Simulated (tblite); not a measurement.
# H8O3Si4: the cost of one run

Computed with tblite 0.8.0 and PySCF 2.14.0, with density-fitted response routines of our own, on a single molecule in the gas phase. Atoms are numbered from 0 throughout.

## (1) The molecule as given

15 atoms, charge 0, multiplicity 1; geometry from: force field or distance geometry start.

Bonds of the start (Å): Si0–O1 1.66, O1–Si2 1.64, Si2–O3 1.71, O3–Si4 1.70, Si4–Si5 2.42, Si5–O6 1.71, O6–Si2 1.70, Si0–H7 1.48, Si0–H8 1.48, Si0–H9 1.48, Si2–H10 1.47, Si4–H11 1.48, Si4–H12 1.49, Si5–H13 1.48, Si5–H14 1.48.

## (2) Relaxing the molecule with GFN2-xTB

What the job is given:

```
{"job": {"kind": "relax", "xc": "GFN2-xTB", "basis": "xTB"}, "charge": 0, "multiplicity": 1}
Si     3.171800     0.241700    -0.297100
O      1.648400    -0.402800    -0.169900
Si     0.378600    -0.336300     0.867600
O     -0.489600     1.120800     0.631300
Si    -2.122400     1.166600     0.164400
Si    -2.364700    -1.232200     0.022100
O     -0.753200    -1.545800     0.489300
H      3.836300    -0.292600    -1.500700
H      3.972200    -0.108000     0.901300
H      3.066000     1.718800    -0.407400
H      0.788200    -0.456400     2.274000
H     -2.964100     1.753500     1.235800
H     -2.257100     1.826800    -1.159900
H     -3.306300    -1.755400     1.038300
H     -2.608500    -1.690700    -1.362700
```

On the command line:

```sh
$ OMP_NUM_THREADS=1 python probes_run.py task.json out
```

This one command runs all jobs of the session in turn.

**Question.** How long does this first job take on 1 thread of Arm Neoverse N1, shared host, and how much memory does it need?

About 1.8 s, with a peak of 0.18 GiB.
